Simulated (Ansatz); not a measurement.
# BH4NZn: basis-set convergence

How large a basis does BH4NZn need? Two functionals are run in growing sets.

Computed with Ansatz 0.2.0, Gaussian basis. Level: one geometry, several basis sets.

Plan: PBE0-D4/def2-SVP; ωB97M-V/def2-SVP; PBE0-D4/def2-QZVPP; ωB97M-V/def2-QZVPP; the functionals' def2-TZVPP values are taken from earlier runs.

## 1. The relaxed structure

The geometry comes from an earlier relaxation with PBE0-D4 in a triple-zeta def2 set; it is a stationary point, not always the lowest conformer.

7 atoms, charge 0, spin multiplicity 1.

Atoms are counted from 1 here; the program's logs count them from 0.

Bond lengths: B1–Zn2 2.035 Å, B1–H4 1.199 Å, B1–H5 1.199 Å, Zn2–N3 1.813 Å, N3–H6 1.007 Å, N3–H7 1.007 Å. Angles: Zn2–B1–H4 122.5°, Zn2–B1–H5 122.4°, H4–B1–H5 115.1°, B1–Zn2–N3 179.4°, Zn2–N3–H6 124.8°, Zn2–N3–H7 124.8°, H6–N3–H7 110.0°.

## 2. PBE0-D4 in def2-SVP

in.yaml reads:

```yaml
crystal:
  periodic: [false, false, false]
  atoms:
    - {symbol: B, position_ang: [-1.596135, 0.186388, -1.051780]}
    - {symbol: Zn, position_ang: [0.098893, -0.010122, 0.057657]}
    - {symbol: N, position_ang: [1.619810, -0.177517, 1.030427]}
    - {symbol: H, position_ang: [-2.038605, -0.708696, -1.715516]}
    - {symbol: H, position_ang: [-2.226628, 1.205653, -1.086709]}
    - {symbol: H, position_ang: [2.149367, -1.028142, 1.127285]}
    - {symbol: H, position_ang: [1.993288, 0.532426, 1.638636]}
basis:
  gaussian: {orbitals: def2-SVP}
hamiltonian: {xc: pbe0, dispersion: d4}
output: {orbitals: {seedname: orbitals}}
```

Launch:

```console
ansatz run in.yaml --threads 2 --pin off --events-out ev --progress --plain --max-ram 4352MiB
```

After this run come: ωB97M-V in def2-SVP; PBE0-D4 in def2-QZVPP; ωB97M-V in def2-QZVPP.

Before running them: what should the planned runs give, taken together? Wanted: PBE0-D4: double and triple zeta above quadruple; ωB97M-V: double and triple zeta above quadruple.

The runs gave:

```
                                       quantity           value
PBE0-D4: double and triple zeta above quadruple  11.13, 1.34 eV
ωB97M-V: double and triple zeta above quadruple  11.24, 1.30 eV
```

What this shows: For PBE0-D4 the step from double to triple zeta gains 9.79 eV and the next only 1.34 eV. Total energies overstate the basis error of differences, where much of it tends to cancel.
